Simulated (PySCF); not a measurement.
# MoN3H4Cl (SMILES [NH]=[Mo](=[NH])([NH2])[Cl]): levels of theory compared

Aim: a comparison of 6 runs (HF/STO-3G, HF/3-21G, BP86/3-21G, PBE0/def2-SVP, BP86/def2-TZVP, MP2/3-21G) of MoN3H4Cl. Input form: a Python script.

The results are computed with PySCF 2.14.0.

2 further runs of the same task are left out: 2 set aside as unsound or not needed.

## (1) The molecule

MoN3H4Cl: 9 atoms, total charge 0, spin state singlet. SMILES: `[NH]=[Mo](=[NH])([NH2])[Cl]`. Geometry: relaxed at PBE0-D4/def2-TZVP. This is one conformer, not always the lowest.

Bond lengths: N1–Mo2 1.723 Å, Mo2–N3 1.723 Å, Mo2–N4 1.927 Å, Mo2–Cl5 2.293 Å, N1–H6 1.011 Å, N3–H7 1.011 Å, N4–H8 1.009 Å, N4–H9 1.009 Å. Some angles: N1–Mo2–N3 112.1°, N1–Mo2–N4 107.2°, N1–Mo2–Cl5 108.7°, N3–Mo2–N4 107.2°, N3–Mo2–Cl5 108.7°, N4–Mo2–Cl5 112.8°, Mo2–N1–H6 154.5°, Mo2–N3–H7 154.5°, Mo2–N4–H8 122.9°, Mo2–N4–H9 122.9°.

## (2) Energy and gradient at HF/STO-3G (run 1)

The input, geometry.xyz:

```xyz
9
ClH4MoN3
N     -0.657500     1.575900     0.211600
Mo     0.027700     0.133200    -0.434200
N      1.729300     0.051000    -0.177600
N     -0.764500    -1.347800     0.510000
Cl    -0.380700     0.069600    -2.689600
H     -0.621300     2.490700     0.640600
H      2.627300     0.415000     0.110900
H     -0.239900    -2.161900     0.792100
H     -1.632000    -1.272000     1.019000
```

The input, run.py:

```python
# [NH]=[Mo](=[NH])([NH2])[Cl]
import pyscf.grad
from pyscf import gto

mol = gto.M(
    atom='geometry.xyz',
    max_memory=1860,
    verbose=3,
    basis='sto-3g',
)

mf = mol.RHF()
mf.conv_tol = 1e-10
mf.kernel()
if not mf.converged:
    mf = mf.newton().run(mf.mo_coeff, mf.mo_occ)

e_final = mf.e_tot
print(f'total energy: {e_final:.8f} hartree')
grad = mf.Gradients().kernel()
dip = mf.dip_moment()
pop, q = mf.mulliken_pop()
```

Started as:

```bash
$ OMP_NUM_THREADS=1 python run.py
```

Output:

```text
converged SCF energy = -4554.20247801475
total energy: -4554.20247801 hartree
--------------- RHF gradients ---------------
         x                y                z
0 N    -0.0403600851     0.0979298537     0.0463045900
1 Mo    -0.0356396189    -0.0401530744    -0.0608071528
2 N     0.1137256901    -0.0004509488     0.0212163244
3 N    -0.0200153350    -0.0400274587     0.0345206287
4 Cl    -0.0008642357    -0.0001134853    -0.0048626713
5 H    -0.0001741655    -0.0237219254    -0.0116564486
6 H    -0.0237479722    -0.0087014543    -0.0078322603
7 H    -0.0042657133     0.0125718533    -0.0071483237
8 H     0.0113414357     0.0026666401    -0.0097346864
----------------------------------------------
Dipole moment(X, Y, Z, Debye):  0.96397,  0.37319,  4.44993
 ** Mulliken pop  **
pop of  0 N 1s            1.99600
pop of  0 N 2s            1.62664
pop of  0 N 2px           1.39981
pop of  0 N 2py           1.14438
pop of  0 N 2pz           1.27537
pop of  1 Mo 1s           1.99999
pop of  1 Mo 2s           1.99942
pop of  1 Mo 3s           1.99765
pop of  1 Mo 4s           2.01193
pop of  1 Mo 5s           0.43143
pop of  1 Mo 2px          2.00003
pop of  1 Mo 2py          2.00003
pop of  1 Mo 2pz          2.00003
pop of  1 Mo 3px          1.99577
pop of  1 Mo 3py          1.99590
pop of  1 Mo 3pz          1.99602
pop of  1 Mo 4px          1.95132
pop of  1 Mo 4py          1.95549
pop of  1 Mo 4pz          1.96592
pop of  1 Mo 5px          0.31085
pop of  1 Mo 5py          0.34651
pop of  1 Mo 5pz          0.45127
pop of  1 Mo 3dxy         1.97797
pop of  1 Mo 3dyz         1.97892
pop of  1 Mo 3dz^2        1.97770
pop of  1 Mo 3dxz         1.98071
pop of  1 Mo 3dx2-y2      1.97772
pop of  1 Mo 4dxy         0.66743
pop of  1 Mo 4dyz         0.71374
pop of  1 Mo 4dz^2        0.63437
pop of  1 Mo 4dxz         0.78464
pop of  1 Mo 4dx2-y2      0.77228
pop of  2 N 1s            1.99600
pop of  2 N 2s            1.62661
pop of  2 N 2px           1.10161
pop of  2 N 2py           1.41195
pop of  2 N 2pz           1.30602
pop of  3 N 1s            1.99509
pop of  3 N 2s            1.54242
pop of  3 N 2px           1.19002
pop of  3 N 2py           1.25110
pop of  3 N 2pz           1.55790
pop of  4 Cl 1s           1.99997
pop of  4 Cl 2s           1.99876
pop of  4 Cl 3s           1.99329
pop of  4 Cl 2px          1.99862
pop of  4 Cl 2py          1.99874
pop of  4 Cl 2pz          1.99223
pop of  4 Cl 3px          1.92251
pop of  4 Cl 3py          1.92640
pop of  4 Cl 3pz          1.58490
pop of  5 H 1s            0.81913
pop of  6 H 1s            0.81913
pop of  7 H 1s            0.82518
pop of  8 H 1s            0.82518
 ** Mulliken atomic charges  **
charge of    0N =     -0.44220
charge of    1Mo =      1.12498
charge of    2N =     -0.44220
charge of    3N =     -0.53652
charge of    4Cl =     -0.41543
charge of    5H =      0.18087
charge of    6H =      0.18087
charge of    7H =      0.17482
charge of    8H =      0.17482
```

It took 17 s on 1 thread of Intel Xeon at 2.50GHz (Skylake/Cascade Lake), shared host; peak memory 0.13 GiB.

## (3) Energy and gradient at HF/3-21G (run 2)

The input, input.py:

```python
import pyscf.grad
from pyscf import gto, scf

mol = gto.M(
    atom='''
N     -1.242495     2.978019     0.399866
Mo     0.052345     0.251712    -0.820519
N      3.267903     0.096376    -0.335615
N     -1.444696    -2.546973     0.963760
Cl    -0.719419     0.131525    -5.082607
H     -1.174087     4.706741     1.210559
H      4.964877     0.784236     0.209571
H     -0.453345    -4.085399     1.496852
H     -3.084033    -2.403732     1.925631
''',
    max_memory=1860,
    verbose=3,
    basis='3-21g',
    spin=0,
    unit='bohr',
)

hf = scf.RHF(mol)
hf.conv_tol = 1e-10
hf.kernel()
if not hf.converged:
    hf = hf.newton().run(hf.mo_coeff, hf.mo_occ)

etot = hf.e_tot
print('E = %.10f Eh' % etot)
grad = hf.Gradients().kernel()
dip = hf.dip_moment()
pop, q = hf.mulliken_pop()
```

Started as:

```bash
$ OMP_NUM_THREADS=1 python input.py
```

Output:

```text
converged SCF energy = -4578.60521303368
[... 9 lines left out ...]
Dipole moment(X, Y, Z, Debye):  1.34504,  0.67739,  5.59409
[... 94 lines left out ...]
charge of    8H =      0.36072
```

It took 19 s on 1 thread of Intel Xeon at 2.50GHz (Skylake/Cascade Lake), shared host; peak memory 0.17 GiB.

Runs 3 to 5 aren't shown in full; the table further down has their settings and results.

## (4) Energy and forces at MP2/3-21G (run 6)

The input, job.py:

```python
import pyscf.grad
from pyscf import gto, mp

molecule = gto.M(
    atom=[
    ('N', (-0.657500, 1.575900, 0.211600)),
    ('Mo', (0.027700, 0.133200, -0.434200)),
    ('N', (1.729300, 0.051000, -0.177600)),
    ('N', (-0.764500, -1.347800, 0.510000)),
    ('Cl', (-0.380700, 0.069600, -2.689600)),
    ('H', (-0.621300, 2.490700, 0.640600)),
    ('H', (2.627300, 0.415000, 0.110900)),
    ('H', (-0.239900, -2.161900, 0.792100)),
    ('H', (-1.632000, -1.272000, 1.019000)),
],
    basis='3-21g',
    verbose=4,
    max_memory=1860,
    spin=0,
)

calc0 = molecule.RHF()
calc0.conv_tol = 1e-10
calc0.kernel()
if not calc0.converged:
    calc0 = calc0.newton().run(calc0.mo_coeff, calc0.mo_occ)

pt = mp.MP2(calc0, frozen=22).run()
energy = pt.e_tot
print('E = %.10f Eh' % energy)
grad = pt.Gradients().kernel()
dip = calc0.dip_moment()
pop, q = calc0.mulliken_pop()
```

Started as:

```bash
$ OMP_NUM_THREADS=1 python job.py
```

Output:

```text
PySCF version 2.14.0

[... 79 lines left out ...]
converged SCF energy = -4578.60521304973
[... 17 lines left out ...]
Dipole moment(X, Y, Z, Debye):  1.34505,  0.67739,  5.59409
[... 94 lines left out ...]
charge of    8H =      0.36072
```

It took 25 s on 1 thread of Intel Xeon at 2.50GHz (Skylake/Cascade Lake), shared host; peak memory 0.79 GiB.

## (5) All runs side by side

| run | level | integration grid | core potential | energy (Eh) | dipole moment (D) of the reference | HOMO energy (eV) | LUMO energy (eV) | wall time |
| --- | --- | --- | --- | --- | --- | --- | --- | --- |
| 1 | HF/STO-3G | – | – | -4554.202478 | 4.57 | -8.14 | 5.32 | 17 s |
| 2 | HF/3-21G | – | – | -4578.605213 | 5.79 | -10.41 | 1.51 | 19 s |
| 3 | BP86/3-21G | 5 | – | -4583.143997 | 5.11 | -6.07 | -2.30 | 68 s |
| 4 | PBE0/def2-SVP (core potential) | 5 | def2-svp | -694.542821 | 3.75 | -7.55 | -1.40 | 1.8 min |
| 5 | BP86/def2-TZVP (core potential) | 5 | def2-svp | -695.445881 | 3.56 | -6.51 | -2.49 | 3.5 min |
| 6 | MP2/3-21G | – | – | -4579.345441 | 5.79 | -10.41 | 1.51 | 25 s |

## (6) What came out

| quantity | value |
| --- | --- |
| run 6: total energy | -4579.34544 Eh |
| run 6: dipole moment (Hartree–Fock density) | 5.79 D |
| run 6: HOMO energy (Hartree–Fock orbitals) | -10.41 eV |
| run 6: LUMO energy (Hartree–Fock orbitals) | 1.51 eV |
| run 6: HOMO–LUMO gap (Hartree–Fock orbitals) | 11.92 eV |
| run 6: correlation energy (22 core orbitals frozen) | -740.2 mEh |
| run 6: largest force on an atom | 3.523 eV/Å |

Over runs 1, 2, 3, 4, 5 the dipole moment (its size) runs from 3.56 D (BP86/def2-TZVP) to 5.79 D (HF/3-21G). The two ends differ in method and basis and core potential. Over runs 1, 2, 3, 4, 5 the HOMO–LUMO gap runs from 3.77 eV (BP86/3-21G) to 13.46 eV (HF/STO-3G). The two ends differ in method and basis. Totals of different functionals can't be ranked against each other. Some runs of one species differ in core potentials or relativity; totals across that change don't compare. In run 1 the basis is minimal, so the values are rough. In runs 1, 2, 3, 6 relativity is left out where basis or elements ask for it. All runs together took 7.5 min, the longest 3.5 min.
